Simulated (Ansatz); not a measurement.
# TiN: phonons and Grüneisen parameters

How does the lattice vibrate, and how do the modes shift with volume? Displacements sample a 2×2×2 mesh. Runs: reference run (LAPW); volume scaled by 0.980 (LAPW); volume scaled by 1.020 (LAPW); mode Grüneisen parameters (LAPW). Companion runs by PAW are cited.

Program: Ansatz 0.2.0. Level of theory: DFT LDA, all-electron LAPW, scalar-relativistic unless said. These are calculated values, not measurements.

2 further runs of the same task are left out: 1 for a known fault of the program, 1 set aside as unsound or not needed.

### Step 1. The structure to begin with

The structure is cubic, space group Fm-3m (No. 225). Conventional cell: a = 4.172 Å, b = 4.172 Å, c = 4.172 Å, α = 90.00°, β = 90.00°, γ = 90.00°. Around Ti (site symmetry m-3m) lie 6 N at 2.09 Å. N (site symmetry m-3m) is surrounded by 6 Ti at 2.09 Å.

As a file:

```xyz
2
Lattice="0.0000 2.0861 2.0861 2.0861 0.0000 2.0861 2.0861 2.0861 0.0000" Properties=species:S:1:pos:R:3 pbc="T T T"
Ti    0.0000    0.0000    0.0000
N     2.0861    2.0861    2.0861
```

Cartesian axes are those of the input's lattice vectors. The structure goes back to a database entry.

### Step 2. Reference run, LAPW

Contents of input.yaml:

```yaml
crystal:
  lattice:
    - [0.0, 2.08609236202, 2.08609236202]
    - [2.08609236202, 0.0, 2.08609236202]
    - [2.08609236202, 2.08609236202, 0.0]
  atoms:
    - { symbol: Ti, position: [0.0, 0.0, 0.0] }
    - { symbol: "N", position: [0.5, 0.5, 0.5] }
kpoints:
  mp_grid: { grid: [14, 14, 14] }
scf:
  occupations: { method: fermi_dirac, width: 0.1 }
hamiltonian:
  xc: lda
  pseudopotentials: { kind: all_electron, lapw: { basis_error: 0.0005 } }
phonons:
  qmesh: [2, 2, 2]
  qpath:
    path:
      - [0.0, 0.0, 0.0]
      - [0.5, 0.0, 0.5]
      - [0.625, 0.25, 0.625]
      - [0.375, 0.375, 0.75]
      - [0.0, 0.0, 0.0]
      - [0.5, 0.5, 0.5]
      - [0.5, 0.25, 0.75]
      - [0.5, 0.0, 0.5]
    npoints: 6
  temperatures: { t_min: 0, t_max: 1000, t_step: 100 }
```

Started as:

```sh
$ ansatz run input.yaml --threads 2 --pin off --max-ram 5120MiB --backend cpu --events-out ev --progress --plain --runs-dir out
```

### Step 3. Volume scaled by 0.980, LAPW

input.yaml: that of step 2 with these lines changed.

```diff
@@ -2,5 +2,5 @@
   lattice:
-    - [0.0, 2.08609236202, 2.08609236202]
-    - [2.08609236202, 0.0, 2.08609236202]
-    - [2.08609236202, 2.08609236202, 0.0]
+    - [0.0, 2.07209132028, 2.07209132028]
+    - [2.07209132028, 0.0, 2.07209132028]
+    - [2.07209132028, 2.07209132028, 0.0]
   atoms:
```

### Step 4. Volume scaled by 1.020, LAPW

input.yaml: that of step 3 with these lines changed.

```diff
@@ -2,5 +2,5 @@
   lattice:
-    - [0.0, 2.07209132028, 2.07209132028]
-    - [2.07209132028, 0.0, 2.07209132028]
-    - [2.07209132028, 2.07209132028, 0.0]
+    - [0.0, 2.09990794585, 2.09990794585]
+    - [2.09990794585, 0.0, 2.09990794585]
+    - [2.09990794585, 2.09990794585, 0.0]
   atoms:
```

(Steps that only read results are left out.)

Before running it: what results should come out? Wanted: highest mode on the mesh, without the LO shift; optical modes at Γ.

As calculated:

| quantity | value |
| --- | --- |
| highest mode on the mesh, without the LO shift (LAPW) | 622 cm⁻¹ |
| optical modes at Γ | 552 (T1u) cm⁻¹ |
| mean Grüneisen parameter at 300 K (LAPW) | 1.96 |

No mode on the mesh is unstable; the highest lies at 622 cm⁻¹ by LAPW. Weighted by heat capacity at 300 K the mean Grüneisen parameter of the sampled modes is 1.96, which points to expansion on heating. PAW differs from LAPW by at most 1.5 cm⁻¹. Each set of modes is computed in the harmonic approximation. Cautions: responses of metals move with mesh and smearing.
